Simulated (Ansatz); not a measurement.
# H6MgO2Si2: basis-set convergence

How large a basis does H6MgO2Si2 need? Two functionals are run in growing sets.

Program: Ansatz 0.2.0, Gaussian basis. Level of theory: one geometry, several basis sets. These are calculated values, not measurements.

The runs, in order: PBE0-D4/def2-SVP; ωB97M-V/def2-SVP; PBE0-D4/def2-QZVPP; ωB97M-V/def2-QZVPP; the functionals' def2-TZVPP values are taken from earlier runs.

## Step 1: The geometry

The geometry comes from an earlier relaxation with PBE0-D4 in a triple-zeta def2 set; it is a stationary point, not always the lowest conformer.

SMILES `[SiH3][O][Mg][O][SiH3]`, 11 atoms, charge 0, spin multiplicity 1.

Atoms are counted from 1 here; the program's logs count them from 0.

Bond lengths: Si1–O2 1.613 Å, Si1–H6 1.492 Å, Si1–H7 1.492 Å, Si1–H8 1.492 Å, O2–Mg3 1.783 Å, Mg3–O4 1.783 Å, O4–Si5 1.613 Å, Si5–H9 1.492 Å, Si5–H10 1.492 Å, Si5–H11 1.492 Å. Angles: O2–Si1–H6 111.2°, O2–Si1–H7 111.2°, O2–Si1–H8 111.2°, H6–Si1–H7 107.7°, H6–Si1–H8 107.7°, H7–Si1–H8 107.7°, Si1–O2–Mg3 179.7°, O2–Mg3–O4 180.0°, Mg3–O4–Si5 179.6°, O4–Si5–H9 111.2°, O4–Si5–H10 111.2°, O4–Si5–H11 111.2°, H9–Si5–H10 107.7°, H9–Si5–H11 107.7°, H10–Si5–H11 107.7°.

## Step 2: PBE0-D4 in def2-SVP

in.yaml

```yaml
crystal:
  periodic: [false, false, false]
  atoms:
    - {symbol: Si, position_ang: [-0.573580, 2.216760, 2.504910]}
    - {symbol: O, position_ang: [-0.294506, 1.156605, 1.321255]}
    - {symbol: Mg, position_ang: [0.010176, -0.010735, 0.007753]}
    - {symbol: O, position_ang: [0.314556, -1.177615, -1.306229]}
    - {symbol: Si, position_ang: [0.584697, -2.226121, -2.502268]}
    - {symbol: H, position_ang: [0.010534, 1.750618, 3.796246]}
    - {symbol: H, position_ang: [0.025296, 3.546744, 2.190845]}
    - {symbol: H, position_ang: [-2.036885, 2.417532, 2.716035]}
    - {symbol: H, position_ang: [1.378082, -3.396335, -2.025693]}
    - {symbol: H, position_ang: [-0.696012, -2.745820, -3.064280]}
    - {symbol: H, position_ang: [1.343141, -1.588834, -3.617975]}
basis:
  gaussian: {orbitals: def2-SVP}
hamiltonian: {xc: pbe0, dispersion: d4}
output: {orbitals: {seedname: orbitals}}
```

Run with:

```
$ ansatz run in.yaml --threads 4 --pin off --events-out ev --progress --plain --max-ram 10444MiB
```

After this run come: ωB97M-V in def2-SVP; PBE0-D4 in def2-QZVPP; ωB97M-V in def2-QZVPP.

Before running them: what should the planned runs give, taken together? Wanted: PBE0-D4: double and triple zeta above quadruple; ωB97M-V: double and triple zeta above quadruple.

The runs gave:

| quantity | value |
| --- | --- |
| PBE0-D4: double and triple zeta above quadruple | 13.87, 1.12 eV |
| ωB97M-V: double and triple zeta above quadruple | 13.90, 1.03 eV |

What this shows: PBE0-D4 gains 12.75 eV from double to triple zeta, then 1.12 eV more. Total energies overstate the basis error of differences, where much of it tends to cancel.
